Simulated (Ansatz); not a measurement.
# Ti2Te2S: the cost of one run

Computed with Ansatz 0.2.0 (DFT PBE, scalar-relativistic, plane waves, PAW, unless a step names another level, unless a step's input says otherwise).

**1. The starting structure**

Symmetry: P-3m1, No. 164, trigonal system. Conventional cell: a = 3.618 Å, b = 3.618 Å, c = 10.205 Å, α = 90.00°, β = 90.00°, γ = 120.00°. Around Ti (site symmetry 3m) lie 3 S at 2.44 Å and 3 Te at 2.80 Å. Around Te (site symmetry 3m) lie 3 Ti at 2.80 Å. S (site symmetry -3m) is surrounded by 6 Ti at 2.44 Å.

Structure file:

```cif
data_structure
_symmetry_space_group_name_H-M 'P 1'
_symmetry_Int_Tables_number 1
_cell_length_a 3.6182
_cell_length_b 3.6182
_cell_length_c 10.2052
_cell_angle_alpha 90.000
_cell_angle_beta 90.000
_cell_angle_gamma 120.000
_cell_volume 115.70
loop_
_atom_site_label
_atom_site_type_symbol
_atom_site_fract_x
_atom_site_fract_y
_atom_site_fract_z
_atom_site_occupancy
Ti1 Ti 0.66667 0.33333 0.87557 1
Ti2 Ti 0.33333 0.66667 0.12443 1
Te1 Te 0.33333 0.66667 0.69244 1
Te2 Te 0.66667 0.33333 0.30756 1
S1 S 0.00000 0.00000 0.00000 1
```

It came out lowest among 17 distinct ends of the trial cells. At a tolerance of 0.05 Å it has space group P-3m1 (No. 164).

**2. Relaxing to 0.001 eV/Å, on the response runs' mesh and smearing**

Input file input.yaml:

```yaml
crystal:
  lattice:
    - [3.6182031178, 0.0, 0.0]
    - [-1.8091015589, 3.1334558161, 0.0]
    - [0.0, 0.0, 10.2052027231]
  atoms:
    - { symbol: Ti, position: [0.6666666667, 0.3333333333, 0.875565662] }
    - { symbol: Ti, position: [0.3333333333, 0.6666666667, 0.124434338] }
    - { symbol: Te, position: [0.3333333333, 0.6666666667, 0.6924395096] }
    - { symbol: Te, position: [0.6666666667, 0.3333333333, 0.3075604904] }
    - { symbol: S, position: [0.0, 0.0, 0.0] }
basis:
  ecutwfc: 420
kpoints:
  mp_grid: { grid: [12, 12, 4] }
hamiltonian:
  xc: pbe
scf:
  occupations: { method: gaussian, width: 0.1 }
output:
  forces: true
  stress: true
  eigenvalues: true
relax:
  adjacent_minimum: "off"
  f_tol: 0.001
  max_steps: 60
  cell: { stress_tol: 0.01 }
```

The run is started by

```
$ ansatz run input.yaml --threads 3 --pin off --max-ram 7680MiB --backend cpu --events-out ev --progress --plain --runs-dir out
```

What time and memory should one allow on 3 threads of Intel Xeon at 2.50GHz (Skylake/Cascade Lake), shared host?

About 95 s, with a peak of 0.64 GiB.
